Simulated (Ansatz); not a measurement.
**GaBHS+ (quintet): wave-function methods side by side, cc-pVDZ**

The task here is to estimate one member of a computed series from the others.

Program: Ansatz 0.2.0, Gaussian basis. Level of theory: cc-pVDZ, core rule «outside noble gas», up to 20 orbitals frozen. These are calculated values, not measurements.

The runs, in order: UHF; CCSD(T) on ROHF; CCSD(T) on UHF; BCCD(T) on ROHF; CISD as a restricted active space (open shells left free, so some higher excitations enter); CCSDT(Q) on ROHF; CCSDT(Q) on UHF.

20 further runs of the same task are left out: 1 for a known fault of the program, 9 that didn't finish, 10 set aside as unsound or not needed. Runs told in other sessions of the task aren't counted.

## What is computed

The geometry is a PBE0/def2-TZVP stationary point (not a proven minimum) of the parent state, kept for this charge and spin. No spin-orbit coupling is included. The filled d shell of Ga may be among the frozen orbitals whatever the setting's name suggests.

4 atoms, charge 1, spin multiplicity 5.

Atoms are counted from 1 here; the program's logs count them from 0.

Bond lengths: B1–S2 1.776 Å, B1–H4 1.198 Å, S2–Ga3 2.250 Å. Angles: S2–B1–H4 121.0°, B1–S2–Ga3 105.2°.

Set-up of the first run:

Input file in.yaml:

```yaml
crystal:
  periodic: [false, false, false]
  atoms:
    - {symbol: B, position_ang: [0.000000, -0.955158, 2.153276]}
    - {symbol: S, position_ang: [0.000000, 0.552577, 1.214954]}
    - {symbol: Ga, position_ang: [0.000000, -0.092497, -0.941065]}
    - {symbol: H, position_ang: [0.000000, -0.935573, 3.350693]}
basis:
  gaussian: {orbitals: cc-pVDZ}
total_charge: 1
magnetization: {spin_polarized: true, initial_magnetization: 4}
hamiltonian: {xc: hf}
output: {orbitals: {seedname: orbitals}}
```

On the command line:

```console
$ ansatz run in.yaml --threads 1 --pin off --events-out ev --progress --plain --max-ram 2393MiB
```

Steps of the session up to this table: UHF; CCSD(T) on ROHF; CCSD(T) on UHF; BCCD(T) on ROHF; CISD as a restricted active space (open shells left free, so some higher excitations enter); CCSDT(Q) on ROHF; CCSDT(Q) on UHF.

One of the session's tables, all rows but one given; the rest of the session is left out.

```
   method  from UCCSDT(Q) (kJ/mol)
     ROHF                   +587.8
      UHF                   +571.3
     RMP2                   +117.4
     UMP2                   +117.2
    RCCSD                    +24.8
    UCCSD                    +22.8
 RCCSD(T)                     +7.4
 UCCSD(T)                     +5.8
  BCCD(T)                     +7.1
   RCCSDT                        ?
   UCCSDT                     +1.3
RCCSDT(Q)                     +1.6
UCCSDT(Q)                        0
```

Estimate the missing values for RCCSDT.

As computed: from UCCSDT(Q) (kJ/mol): +2.9. In the column «from UCCSDT(Q) (kJ/mol)» it lies between RCCSDT(Q) (+1.6) and UCCSD(T) (+5.8).

Not comparable, so not listed: CISD as a restricted active space (open shells left free, so some higher excitations enter) (they don't share determinant, frozen orbitals or solution with the rows shown, or repeat one).

Caveats from the session: Restricted and unrestricted rows rest on different reference determinants; a gap between their highest levels can come from leftover correlation error, from unlike frozen cores or from another state.
